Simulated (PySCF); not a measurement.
**Helium: the same states on changed settings**

Aim: see what changed settings do to total energies and their difference. The change: initial guess 1e, at most 50 SCF cycles. A sound run of the same states serves as the yardstick.

The numbers are computed with PySCF 2.14.0 (unrestricted determinants in a Gaussian basis, no spin-orbit coupling in the energies), except any that are marked as measured or tabulated.

6 further runs of the same task are left out: 6 set aside as unsound or not needed.

## Step 1: What is computed

| Quantity | Value |
| --- | --- |
| Element | helium (Z = 2) |
| Basis | aug-cc-pVDZ-DK |
| Hamiltonian | scalar relativity by spin-free X2C-1e |
| State 1 | He: 1s2, closed-shell 1S |
| State 2 | He⁺: 1s1, 2S determinant |
| Methods | UHF, PBE, r2SCAN, MP2, CCSD(T) |
| Core shells frozen in the correlated runs | valence: nothing (for He) |

Outer shells as boxes (Hund's rule):

He 1s2
```
1s [↑↓]
```

He+ 1s1
```
1s [↑ ]
```

The sound run (aug-cc-pVDZ-DK, scalar relativity by spin-free X2C-1e, symmetry-adapted start, fine grid, valence correlation) gave:

```
species             method  energy (hartree)
     He                UHF          -2.85580
     He                PBE          -2.88706
     He             r2SCAN          -2.89909
     He      MP2 (valence)          -2.88276
     He  CCSD(T) (valence)          -2.88965
    He⁺                UHF          -1.99446
    He⁺                PBE          -1.98880
    He⁺             r2SCAN          -1.99508
```

The runs were made by one driver on top of PySCF. The scripts below sum up each run's settings (the driver also hands on starting orbitals that pick excited configurations, and frozen orbitals as a list rather than a count), and the logs come from the driver's own runs.

The driver's launch:

```
$ OMP_NUM_THREADS=1 python atomrun2.py TASK.json OUT
```

## Step 2: Changed run, He, method by method

Level: UHF.

The input, input.py:

```python
from pyscf import gto, scf, dft, mp, cc
import basis_set_exchange as bse
mol = gto.M(atom="He 0 0 0", charge=0, spin=0, symmetry="D2h",
            basis=gto.basis.parse(bse.get_basis("aug-cc-pVDZ-DK", elements=["He"], fmt="nwchem", header=False)),
            nucmod="G")
mf = scf.UHF(mol).sfx2c1e()
mf.irrep_nelec = {'Ag': (1, 1)}
mf.init_guess = "1e"
mf.max_cycle = 50
mf.kernel()
```

The log of the run:

```text
damping factor = 0
level_shift factor = 0
DIIS = <class 'pyscf.scf.diis.CDIIS'>
diis_start_cycle = 1
diis_space = 10
diis_damp = 0
SCF conv_tol = 1e-09
SCF conv_tol_grad = None
number electrons alpha = 1  beta = 1
irrep_nelec {'Ag': (1, 1), 'B1u': (0, 0), 'B2u': (0, 0), 'B3u': (0, 0)}
alpha HOMO (Ag) = -0.798899535033439  LUMO (Ag) = 0.175255675049781
  HOMO = -0.798899535033  LUMO = 0.17525567505  gap/eV = 26.50811
cycle= 1 E= -2.85472661624856  delta_E= -0.112  |g|= 0.0416  |ddm|=  1.2
alpha HOMO (Ag) = -0.906386756484087  LUMO (Ag) = 0.174850962537635
  HOMO = -0.906386756484  LUMO = 0.174850962538  gap/eV = 29.42198
cycle= 2 E= -2.8557757887012  delta_E= -0.00105  |g|= 0.00449  |ddm|= 0.0797
alpha HOMO (Ag) = -0.916806269078712  LUMO (Ag) = 0.174402133528254
  HOMO = -0.916806269079  LUMO = 0.174402133528  gap/eV = 29.69329
cycle= 3 E= -2.85579656351338  delta_E= -2.08e-05  |g|= 0.000626  |ddm|= 0.00865
alpha HOMO (Ag) = -0.917131789465253  LUMO (Ag) = 0.174358548212585
  HOMO = -0.917131789465  LUMO = 0.174358548213  gap/eV = 29.70096
cycle= 4 E= -2.85579697846824  delta_E= -4.15e-07  |g|= 1.96e-06  |ddm|= 0.00173
alpha HOMO (Ag) = -0.917133955133129  LUMO (Ag) = 0.174360112309575
  HOMO = -0.917133955133  LUMO = 0.17436011231  gap/eV = 29.70107
cycle= 5 E= -2.85579697847128  delta_E= -3.04e-12  |g|= 2.2e-09  |ddm|= 3.94e-06
converged SCF energy = -2.85579697847128  <S^2> = -4.4408921e-16  2S+1 = 1
```

Time after the integrals: 0.06 s (1 thread of Neoverse-N1, shared host).

Orbital energies by shell (radii are means over both spins):

```csv
shell,electrons,mean orbital energy (eV),spread (eV),rms radius (bohr)
1s,2,-24.956,0,1.09
```

⟨S²⟩ = 0.000, ⟨L²⟩ = 0.00.

Level: PBE.

input.py differs from the last one in:

```diff
@@ -5,3 +5,3 @@
             nucmod="G")
-mf = scf.UHF(mol).sfx2c1e()
+mf = dft.UKS(mol, xc="PBE").sfx2c1e()
 mf.irrep_nelec = {'Ag': (1, 1)}
```

The log of the run:

```text
damping factor = 0
level_shift factor = 0
DIIS = <class 'pyscf.scf.diis.CDIIS'>
diis_start_cycle = 1
diis_space = 10
diis_damp = 0
SCF conv_tol = 1e-09
SCF conv_tol_grad = None
number electrons alpha = 1  beta = 1
irrep_nelec {'Ag': (1, 1), 'B1u': (0, 0), 'B2u': (0, 0), 'B3u': (0, 0)}
XC functionals = PBE
    J. P. Perdew, K. Burke, and M. Ernzerhof.,  Phys. Rev. Lett. 77, 3865 (1996)
    J. P. Perdew, K. Burke, and M. Ernzerhof.,  Phys. Rev. Lett. 78, 1396 (1997)
    J. P. Perdew, K. Burke, and M. Ernzerhof.,  Phys. Rev. Lett. 77, 3865 (1996)
    J. P. Perdew, K. Burke, and M. Ernzerhof.,  Phys. Rev. Lett. 78, 1396 (1997)
alpha HOMO (Ag) = -0.400086943711742  LUMO (Ag) = 0.141247811301268
  HOMO = -0.400086943712  LUMO = 0.141247811301  gap/eV = 14.73047
cycle= 1 E= -2.86212456716722  delta_E= -0.0984  |g|= 0.22  |ddm|= 1.64
alpha HOMO (Ag) = -0.673967456068262  LUMO (Ag) = 0.0722847314376647
  HOMO = -0.673967456068  LUMO = 0.0722847314377  gap/eV = 20.30656
cycle= 2 E= -2.88260305389413  delta_E= -0.0205  |g|= 0.0956  |ddm|= 0.597
alpha HOMO (Ag) = -0.580048404278518  LUMO (Ag) = 0.0936988491048478
  HOMO = -0.580048404279  LUMO = 0.0936988491048  gap/eV = 18.33360
cycle= 3 E= -2.88706038730163  delta_E= -0.00446  |g|= 0.00115  |ddm|= 0.196
alpha HOMO (Ag) = -0.577844095314098  LUMO (Ag) = 0.0938002827469757
  HOMO = -0.577844095314  LUMO = 0.093800282747  gap/eV = 18.27637
cycle= 4 E= -2.88706131433819  delta_E= -9.27e-07  |g|= 3.63e-05  |ddm|= 0.00226
alpha HOMO (Ag) = -0.577857780466252  LUMO (Ag) = 0.0937233183651209
  HOMO = -0.577857780466  LUMO = 0.0937233183651  gap/eV = 18.27465
cycle= 5 E= -2.88706131489415  delta_E= -5.56e-10  |g|= 1e-07  |ddm|= 9.19e-05
converged SCF energy = -2.88706131489415  <S^2> = -4.4408921e-16  2S+1 = 1
```

It took 0.06 s on 1 thread of Neoverse-N1, shared host, the integrals not counted.

Level: r2SCAN.

input.py differs from the last one in:

```diff
@@ -5,3 +5,3 @@
             nucmod="G")
-mf = dft.UKS(mol, xc="PBE").sfx2c1e()
+mf = dft.UKS(mol, xc="R2SCAN").sfx2c1e()
 mf.irrep_nelec = {'Ag': (1, 1)}
```

The log of the run:

```text
damping factor = 0
level_shift factor = 0
DIIS = <class 'pyscf.scf.diis.CDIIS'>
diis_start_cycle = 1
diis_space = 10
diis_damp = 0
SCF conv_tol = 1e-09
SCF conv_tol_grad = None
number electrons alpha = 1  beta = 1
irrep_nelec {'Ag': (1, 1), 'B1u': (0, 0), 'B2u': (0, 0), 'B3u': (0, 0)}
XC functionals = R2SCAN
    J. W. Furness, A. D. Kaplan, J. Ning, J. P. Perdew, and J. Sun.,  J. Phys. Chem. Lett. 11, 8208-8215 (2020)
    J. W. Furness, A. D. Kaplan, J. Ning, J. P. Perdew, and J. Sun.,  J. Phys. Chem. Lett. 11, 9248-9248 (2020)
    J. W. Furness, A. D. Kaplan, J. Ning, J. P. Perdew, and J. Sun.,  J. Phys. Chem. Lett. 11, 8208-8215 (2020)
    J. W. Furness, A. D. Kaplan, J. Ning, J. P. Perdew, and J. Sun.,  J. Phys. Chem. Lett. 11, 9248-9248 (2020)
alpha HOMO (Ag) = -0.43055310923103  LUMO (Ag) = 0.295635367712884
  HOMO = -0.430553109231  LUMO = 0.295635367713  gap/eV = 19.76059
cycle= 1 E= -2.89077447524562  delta_E= -0.108  |g|= 0.137  |ddm|= 1.53
alpha HOMO (Ag) = -0.655676177383396  LUMO (Ag) = 0.19021984666833
  HOMO = -0.655676177383  LUMO = 0.190219846668  gap/eV = 23.01800
cycle= 2 E= -2.89828371392536  delta_E= -0.00751  |g|= 0.0411  |ddm|= 0.366
alpha HOMO (Ag) = -0.606176003661298  LUMO (Ag) = 0.213637223611175
  HOMO = -0.606176003661  LUMO = 0.213637223611  gap/eV = 22.30825
cycle= 3 E= -2.89908811310637  delta_E= -0.000804  |g|= 0.00065  |ddm|= 0.0881
alpha HOMO (Ag) = -0.606911629170479  LUMO (Ag) = 0.209654070294182
  HOMO = -0.60691162917  LUMO = 0.209654070294  gap/eV = 22.21988
cycle= 4 E= -2.89908840653598  delta_E= -2.93e-07  |g|= 4.26e-05  |ddm|= 0.00206
alpha HOMO (Ag) = -0.606915236834565  LUMO (Ag) = 0.209798360859649
  HOMO = -0.606915236835  LUMO = 0.20979836086  gap/eV = 22.22391
cycle= 5 E= -2.89908840869121  delta_E= -2.16e-09  |g|= 8.03e-08  |ddm|= 0.000107
alpha HOMO (Ag) = -0.606915227461722  LUMO (Ag) = 0.209798219358855
  HOMO = -0.606915227462  LUMO = 0.209798219359  gap/eV = 22.22390
cycle= 6 E= -2.89908840869122  delta_E= -8.88e-15  |g|= 4.28e-08  |ddm|= 9.72e-08
converged SCF energy = -2.89908840869122  <S^2> = -1.3322676e-15  2S+1 = 1
```

It took 0.1 s on 1 thread of Neoverse-N1, shared host, the integrals not counted.

Level: MP2 (valence).

input.py differs from the last one in:

```diff
@@ -5,3 +5,3 @@
             nucmod="G")
-mf = dft.UKS(mol, xc="R2SCAN").sfx2c1e()
+mf = scf.UHF(mol).sfx2c1e()
 mf.irrep_nelec = {'Ag': (1, 1)}
@@ -10 +10,2 @@
 mf.kernel()
+mp.UMP2(mf, frozen=0).kernel()
```

This step left no log, only its results.

Time after the integrals: 0.01 s (1 thread of Neoverse-N1, shared host).

With 2 electrons correlated, the MP2 correlation energy is -0.02697 hartree (0.00000 same spin, -0.02697 opposite spin); the SCS form gives -0.03236. Largest pairs of shells: 1s-1s -0.0270.

Level: CCSD(T) (valence).

input.py differs from the last one in:

```diff
@@ -10,2 +10,3 @@
 mf.kernel()
-mp.UMP2(mf, frozen=0).kernel()
+mycc = cc.CCSD(mf, frozen=0).run()
+mycc.ccsd_t()
```

The log of the run:

```text
CC2 = 0
CCSD nocc = 1, nmo = 9
frozen orbitals []
max_cycle = 100
direct = 0
conv_tol = 1e-08
conv_tol_normt = 1e-06
diis_space = 8
diis_start_cycle = 0
Init t2, MP2 energy = -2.88276407475716  E_corr(MP2) -0.0269670962858825
Init E_corr(CCSD) = -0.0269670962858825
cycle = 1  E_corr(CCSD) = -0.0323895980936001  dE = -0.00542250181  norm(t1,t2) = 0.0134326
cycle = 2  E_corr(CCSD) = -0.0335240756736943  dE = -0.00113447758  norm(t1,t2) = 0.00321867
cycle = 3  E_corr(CCSD) = -0.0338601577561195  dE = -0.000336082082  norm(t1,t2) = 0.00092267
cycle = 4  E_corr(CCSD) = -0.0338505738644456  dE = 9.58389167e-06  norm(t1,t2) = 0.000140763
cycle = 5  E_corr(CCSD) = -0.0338504076651787  dE = 1.66199267e-07  norm(t1,t2) = 5.52987e-06
cycle = 6  E_corr(CCSD) = -0.0338505090547737  dE = -1.01389595e-07  norm(t1,t2) = 6.605e-07
cycle = 7  E_corr(CCSD) = -0.0338505139359961  dE = -4.88122247e-09  norm(t1,t2) = 3.71197e-08
CCSD converged
E(CCSD) = -2.889647492407272  E_corr = -0.03385051393599612
```

It took 0.05 s on 1 thread of Neoverse-N1, shared host, the integrals not counted.

CCSD correlation -0.03385 hartree, triples 0.00000; total -2.889647. T1 = 0.003, largest double amplitude 0.051. With two correlated electrons the triples vanish and CCSD is exact in this space.

## Step 3: Changed run, He⁺, method by method

Level: UHF.

The input, input.py:

```python
from pyscf import gto, scf, dft, mp, cc
import basis_set_exchange as bse
mol = gto.M(atom="He 0 0 0", charge=1, spin=1, symmetry="D2h",
            basis=gto.basis.parse(bse.get_basis("aug-cc-pVDZ-DK", elements=["He"], fmt="nwchem", header=False)),
            nucmod="G")
mf = scf.UHF(mol).sfx2c1e()
mf.irrep_nelec = {'Ag': (1, 0)}
mf.init_guess = "1e"
mf.max_cycle = 50
mf.kernel()
```

The log of the run:

```text
damping factor = 0
level_shift factor = 0
DIIS = <class 'pyscf.scf.diis.CDIIS'>
diis_start_cycle = 1
diis_space = 10
diis_damp = 0
SCF conv_tol = 1e-09
SCF conv_tol_grad = None
number electrons alpha = 1  beta = 0
irrep_nelec {'Ag': (1, 0), 'B1u': (0, 0), 'B2u': (0, 0), 'B3u': (0, 0)}
alpha HOMO (Ag) = -1.99446453557587  LUMO (Ag) = -0.15583112674338
  HOMO = -1.99446453558  LUMO = -0.819841933806  gap/eV = 31.96311
cycle= 1 E= -1.99446453557587  delta_E= -4.44e-16  |g|= 1.11e-15  |ddm|= 1.72e-15
converged SCF energy = -1.99446453557587  <S^2> = 0.75  2S+1 = 2
```

It took 0.04 s on 1 thread of Neoverse-N1, shared host, the integrals not counted.

Orbital energies by shell (radii are means over both spins):

```csv
shell,electrons,mean orbital energy (eV),spread (eV),rms radius (bohr)
1s α,1,-54.272,0,0.878
```

⟨S²⟩ = 0.750, ⟨L²⟩ = 0.00.

Level: PBE.

input.py differs from the last one in:

```diff
@@ -5,3 +5,3 @@
             nucmod="G")
-mf = scf.UHF(mol).sfx2c1e()
+mf = dft.UKS(mol, xc="PBE").sfx2c1e()
 mf.irrep_nelec = {'Ag': (1, 0)}
```

The log of the run:

```text
damping factor = 0
level_shift factor = 0
DIIS = <class 'pyscf.scf.diis.CDIIS'>
diis_start_cycle = 1
diis_space = 10
diis_damp = 0
SCF conv_tol = 1e-09
SCF conv_tol_grad = None
number electrons alpha = 1  beta = 0
irrep_nelec {'Ag': (1, 0), 'B1u': (0, 0), 'B2u': (0, 0), 'B3u': (0, 0)}
XC functionals = PBE
    J. P. Perdew, K. Burke, and M. Ernzerhof.,  Phys. Rev. Lett. 77, 3865 (1996)
    J. P. Perdew, K. Burke, and M. Ernzerhof.,  Phys. Rev. Lett. 78, 1396 (1997)
    J. P. Perdew, K. Burke, and M. Ernzerhof.,  Phys. Rev. Lett. 77, 3865 (1996)
    J. P. Perdew, K. Burke, and M. Ernzerhof.,  Phys. Rev. Lett. 78, 1396 (1997)
alpha HOMO (Ag) = -1.53704255397778  LUMO (Ag) = -0.22284034562588
  HOMO = -1.53704255398  LUMO = -0.222840345626  gap/eV = 35.76126
cycle= 1 E= -1.98879814959298  delta_E= -0.000278  |g|= 0.00174  |ddm|= 0.0592
alpha HOMO (Ag) = -1.54244596495312  LUMO (Ag) = -0.223254059924297
  HOMO = -1.54244596495  LUMO = -0.223254059924  gap/eV = 35.89704
cycle= 2 E= -1.98879951881842  delta_E= -1.37e-06  |g|= 0.00014  |ddm|= 0.00608
alpha HOMO (Ag) = -1.54204494795541  LUMO (Ag) = -0.223155641645948
  HOMO = -1.54204494796  LUMO = -0.223155641646  gap/eV = 35.88881
cycle= 3 E= -1.98879952818931  delta_E= -9.37e-09  |g|= 3.37e-07  |ddm|= 0.000448
alpha HOMO (Ag) = -1.54204587656807  LUMO (Ag) = -0.223158404538587
  HOMO = -1.54204587657  LUMO = -0.223158404539  gap/eV = 35.88876
cycle= 4 E= -1.98879952818936  delta_E= -5.02e-14  |g|= 2.87e-11  |ddm|= 1.14e-06
converged SCF energy = -1.98879952818936  <S^2> = 0.75  2S+1 = 2
```

Time after the integrals: 0.04 s (1 thread of Neoverse-N1, shared host).

For one electron the Hartree and exchange-correlation energies should cancel; what remains is the self-interaction error.

Level: r2SCAN.

input.py differs from the last one in:

```diff
@@ -5,3 +5,3 @@
             nucmod="G")
-mf = dft.UKS(mol, xc="PBE").sfx2c1e()
+mf = dft.UKS(mol, xc="R2SCAN").sfx2c1e()
 mf.irrep_nelec = {'Ag': (1, 0)}
```

The log of the run:

```text
damping factor = 0
level_shift factor = 0
DIIS = <class 'pyscf.scf.diis.CDIIS'>
diis_start_cycle = 1
diis_space = 10
diis_damp = 0
SCF conv_tol = 1e-09
SCF conv_tol_grad = None
number electrons alpha = 1  beta = 0
irrep_nelec {'Ag': (1, 0), 'B1u': (0, 0), 'B2u': (0, 0), 'B3u': (0, 0)}
XC functionals = R2SCAN
    J. W. Furness, A. D. Kaplan, J. Ning, J. P. Perdew, and J. Sun.,  J. Phys. Chem. Lett. 11, 8208-8215 (2020)
    J. W. Furness, A. D. Kaplan, J. Ning, J. P. Perdew, and J. Sun.,  J. Phys. Chem. Lett. 11, 9248-9248 (2020)
    J. W. Furness, A. D. Kaplan, J. Ning, J. P. Perdew, and J. Sun.,  J. Phys. Chem. Lett. 11, 8208-8215 (2020)
    J. W. Furness, A. D. Kaplan, J. Ning, J. P. Perdew, and J. Sun.,  J. Phys. Chem. Lett. 11, 9248-9248 (2020)
alpha HOMO (Ag) = -1.58290615010226  LUMO (Ag) = -0.134738951370485
  HOMO = -1.5829061501  LUMO = -0.968528292243  gap/eV = 16.71807
cycle= 1 E= -1.99507757203903  delta_E= -4.51e-05  |g|= 0.000355  |ddm|= 0.0178
alpha HOMO (Ag) = -1.5844933348945  LUMO (Ag) = -0.141395354596467
  HOMO = -1.58449333489  LUMO = -0.970453039663  gap/eV = 16.70889
cycle= 2 E= -1.99507765641894  delta_E= -8.44e-08  |g|= 2.01e-05  |ddm|= 0.000726
alpha HOMO (Ag) = -1.58451160888947  LUMO (Ag) = -0.137785022950015
  HOMO = -1.58451160889  LUMO = -0.970516683576  gap/eV = 16.70765
cycle= 3 E= -1.99507765668188  delta_E= -2.63e-10  |g|= 5.8e-08  |ddm|= 4.58e-05
converged SCF energy = -1.99507765668188  <S^2> = 0.75  2S+1 = 2
```

Time after the integrals: 0.05 s (1 thread of Neoverse-N1, shared host).

For one electron the Hartree and exchange-correlation energies should cancel; what remains is the self-interaction error.

## Step 4: Against the sound run

```csv
species,method,converged,energy less sound run (eV)
He,UHF,yes,+0.0000
He,PBE,yes,+0.0000
He,r2SCAN,yes,+0.0000
He,MP2 (valence),yes,-0.0000
He,CCSD(T) (valence),yes,+0.0000
He⁺,UHF,yes,-0.0000
He⁺,PBE,yes,-0.0000
He⁺,r2SCAN,yes,-0.0000
```

Ionisation energy of He:

```csv
method,sound run (eV),changed run (eV),shift (eV)
UHF,23.438,23.438,-0.000
PBE,24.443,24.443,-0.000
r2SCAN,24.599,24.599,-0.000
MP2,24.172,24.172,+0.000
SCS-MP2,24.319,24.319,+0.000
CCSD,24.359,24.359,-0.000
CCSD(T),24.359,24.359,-0.000
CCSDT,24.359,24.359,-0.000
FCI,24.359,24.359,-0.000
```

## Step 5: Summary of results

| quantity | value |
| --- | --- |
| change | initial guess 1e, at most 50 SCF cycles |
| runs converged | 8 of 8 |
| largest shift of a converged total energy | 0.000 eV |
| largest shift of the ionisation energy | +0.000 eV (SCS-MP2) |

In words: The difference hardly moves. Here the plain start reaches the same solutions.
